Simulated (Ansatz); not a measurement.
A first try at a ranking of polymorphs by energy of 2 structures of GaSn3, using Ansatz's Python interface.

`run_polymorphs.py`:
```python
"""Polymorphs of GaSn3, after relaxing cells and atoms."""

import warnings

import ansatz as az
import numpy as np
import pandas as pd
import spglib

PHASES = {
    "Fm-3m": (
        [(0.0, 3.705957, 3.705957), (3.705957, 0.0, 3.705957), (3.705957, 3.705957, 0.0)],
        [
            ("Ga", (0.0, 0.0, 0.0)),
            ("Sn", (0.25, 0.25, 0.25)),
            ("Sn", (0.75, 0.75, 0.75)),
            ("Sn", (0.5, 0.5, 0.5)),
        ],
    ),
    "P6_3/mmc": (
        [(6.47346, 0.0, 0.0), (-3.23673, 5.606181, 0.0), (0.0, 0.0, 5.549967)],
        [
            ("Ga", (2 / 3, 1 / 3, 0.25)),
            ("Ga", (1 / 3, 2 / 3, 0.75)),
            ("Sn", (0.336643, 0.168322, 0.75)),
            ("Sn", (0.831678, 0.168322, 0.75)),
            ("Sn", (0.831678, 0.663357, 0.75)),
            ("Sn", (0.663357, 0.831678, 0.25)),
            ("Sn", (0.168322, 0.831678, 0.25)),
            ("Sn", (0.168322, 0.336643, 0.25)),
        ],
    ),
}


def build(vectors, sites):
    crystal = az.Crystal(lattice=az.Lattice.of(vectors))
    for symbol, position in sites:
        crystal = crystal.atom(symbol, position)
    return crystal


def ground_state(name, crystal):
    calc = (
        crystal.calculation()
        .basis(510)
        .functional("pbesol")
        .kpoints(spacing=0.33)
        .occupations("fermi_dirac", width=0.1)
        .stress()
        .band_table()
    )
    calc = calc.relax(force_tolerance=0.02, max_steps=30, cell=True)
    return calc.run(threads=1, backend="cpu")


def space_group(outcome):
    sites = outcome.report["lattice"]["sites"]
    kinds = sorted({site["symbol"] for site in sites})
    cell = (outcome.lattice.cell_ang, [site["position_frac"] for site in sites], [kinds.index(site["symbol"]) for site in sites])
    return spglib.get_spacegroup(cell, symprec=0.01)


def pressure_gpa(outcome):
    return float(np.trace(outcome.report["stress_gpa"]) / 3)


def volume_per_atom(outcome):
    return abs(np.linalg.det(outcome.lattice.cell_ang)) / len(outcome.lattice.sites)

warnings.simplefilter("ignore", az.DeckWarning)

phases = {name: build(*cell) for name, cell in PHASES.items()}

done = {}
for name, crystal in phases.items():
    done[name] = ground_state(name, crystal)
    print(f"{name}: {done[name].report['energy_sigma0_ev']:.4f} eV, {len(done[name].lattice.sites)} atoms")

energy = {name: o.report["energy_sigma0_ev"] for name, o in done.items()}
lowest = min(energy.values())
rows = [(name, len(o.lattice.sites), 1000 * (energy[name] - lowest), space_group(o), pressure_gpa(o), volume_per_atom(o)) for name, o in done.items()]
rows.sort(key=lambda row: row[2])
print(pd.DataFrame(rows, columns=["phase", "atoms", "dE (meV/atom)", "space group", "P (GPa)", "V (A^3/atom)"]).round(4).to_string(index=False))
print("order:", " < ".join(row[0] for row in rows))
```

```console
$ python run_polymorphs.py
Fm-3m: -21592.2180 eV, 4 atoms
P6_3/mmc: -43184.8887 eV, 8 atoms
   phase  atoms  dE (meV/atom)    space group  P (GPa)  V (A^3/atom)
P6_3/mmc      8   0.000000e+00 P6_3/mmc (194)  -0.0059       24.4186
   Fm-3m      4   2.159267e+07    Fm-3m (225)  -0.0020       24.0002
order: P6_3/mmc < Fm-3m
```

The script ran to its end, but the result can't be trusted. Why?

The fault: energies of cells with unlike numbers of atoms are compared without dividing by the count. Mended:

```diff
--- before
+++ after
@@ -79,3 +79,3 @@
 
-energy = {name: o.report["energy_sigma0_ev"] for name, o in done.items()}
+energy = {name: o.report["energy_sigma0_ev"] / len(o.lattice.sites) for name, o in done.items()}
 lowest = min(energy.values())
```

After the fix:

`python run_polymorphs.py` gives:
```text
Fm-3m: -21592.2180 eV, 4 atoms
P6_3/mmc: -43184.8887 eV, 8 atoms
   phase  atoms  dE (meV/atom)    space group  P (GPa)  V (A^3/atom)
P6_3/mmc      8         0.0000 P6_3/mmc (194)  -0.0059       24.4186
   Fm-3m      4        56.5988    Fm-3m (225)  -0.0020       24.0002
order: P6_3/mmc < Fm-3m
```

Total energies depend on the potentials; only differences at equal settings carry meaning. For the metals among these phases the mesh is modest: differences between phases can be off by up to 40 meV an atom. Pressure is positive in compression. The cells come from databases of deposited and of computed structures, and not all need be stable phases. The ranking holds among these structures alone, at zero temperature; the ground state may be another structure. Differences under about 40 meV an atom lie within the error of mesh and functional. Finished in 96 s on 1 thread of Arm Neoverse V1, with other jobs on the host, peak memory 0.71 GiB.

(Lines on the test bed's own set-up are left out of the output.)
